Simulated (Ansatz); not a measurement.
# AlFH₃Sb: how energies converge with the basis set

An exercise on one series of results from a longer session: the logs are not shown, and one member is left open.

Program: Ansatz 0.2.0, Gaussian basis. Level of theory: one geometry, several basis sets. These are calculated values, not measurements.

Levels to be run: PBE0-D4/def2-SVP; ωB97M-V/def2-SVP; PBE0-D4/def2-QZVPP; ωB97M-V/def2-QZVPP; the functionals' def2-TZVPP values are taken from earlier runs.

### The relaxed structure

An earlier PBE0-D4 in a triple-zeta def2 set relaxation fixed the geometry. Sb takes the def2 core potential; no spin-orbit term is included.

SMILES `[F][AlH][SbH2]`, 6 atoms, charge 0, spin multiplicity 1.

Atoms are counted from 1 here; the program's logs count them from 0.

Bond lengths: F1–Al2 1.653 Å, Al2–Sb3 2.636 Å, Al2–H4 1.582 Å, Sb3–H5 1.710 Å, Sb3–H6 1.709 Å. Angles: F1–Al2–Sb3 116.3°, F1–Al2–H4 116.4°, Sb3–Al2–H4 127.3°, Al2–Sb3–H5 88.3°, Al2–Sb3–H6 87.8°, H5–Sb3–H6 91.6°.

The first run:

File in.yaml:

```yaml
crystal:
  periodic: [false, false, false]
  atoms:
    - {symbol: F, position_ang: [-1.114571, -1.632440, 1.262318]}
    - {symbol: Al, position_ang: [-0.336098, -1.039295, -0.069796]}
    - {symbol: Sb, position_ang: [1.279882, 1.003655, 0.334777]}
    - {symbol: H, position_ang: [-0.594815, -1.800718, -1.431681]}
    - {symbol: H, position_ang: [0.842128, 1.591991, -1.209922]}
    - {symbol: H, position_ang: [-0.034426, 1.812905, 1.068103]}
basis:
  gaussian: {orbitals: def2-SVP}
hamiltonian: {xc: pbe0, dispersion: d4}
output: {orbitals: {seedname: orbitals}}
```

Steps of the session up to this table: PBE0-D4 in def2-SVP; ωB97M-V in def2-SVP; PBE0-D4 in def2-QZVPP; ωB97M-V in def2-QZVPP.

One table of the session follows, with a row left open; its other results are not shown here.

It belongs to the step «Functionals by basis». 

```
functional       basis  HOMO (eV)  LUMO (eV)
   PBE0-D4    def2-SVP      -7.14      -1.37
   PBE0-D4  def2-TZVPP      -7.18      -1.50
   PBE0-D4  def2-QZVPP      -7.19      -1.53
   ωB97M-V    def2-SVP      -9.04       0.35
   ωB97M-V  def2-TZVPP      -9.11       0.15
   ωB97M-V  def2-QZVPP          ?          ?
```

Q: Estimate the row for ωB97M-V, def2-QZVPP from the others.

**Answer.** HOMO (eV): -9.12; LUMO (eV): 0.00. In the column «HOMO (eV)» it is the lowest.
